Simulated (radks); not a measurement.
# Tb³⁺ in [Kr] 4d10 4f8.25 5s1.75 5p6: an all-electron calculation

Aim: the levels, the sizes of the orbitals and the parts of the energy of the terbium ion Tb3+.

The numbers are computed with radks (a radial shooting solver on a logarithmic mesh, Libxc functionals) version 1 (scalar-relativistic Kohn-Sham, PBE, spin-polarised, spherical densities, finite nucleus; open shells are filled with parallel spins first), except any that are marked as measured or tabulated.

## 1. What is computed

```
element            : terbium (Z = 65)
charge             : +3
electrons          : 62
configuration      : [Kr] 4d10 4f8.25 5s1.75 5p6
nuclear rms radius : 5.06 fm
```

## 2. The calculation

Input:

```text
Z 65
configuration [Kr] 4d10 4f8.25 5s1.75 5p6
relativity scalar-relativistic
functional pbe,pbe
spin polarised
nucleus finite rms 5.06 fm
c 137.035999084
```

**Question.** What will this run give?

As calculated:

```
                        quantity                     value
                    total energy       -11706.2963 hartree
exchange-correlation share of it                    2.18 %
                            −T/E                    1.0761
          highest occupied level       4f down, -30.724 eV
    most extended occupied level  5p down, <r> = 1.52 bohr
 radius at density 0.001 e/bohr³                 3.23 bohr
    maxima of the radial density                         4
```

What this shows: 5 principal shells are occupied and 4 maxima appear in the radial density; where shells overlap, one shows as a shoulder or not at all. Relativity lifts −T/E to 1.076. This is not the tabulated ground configuration, so its levels and sizes aren't those of the ground state, and no measured value stands beside it.
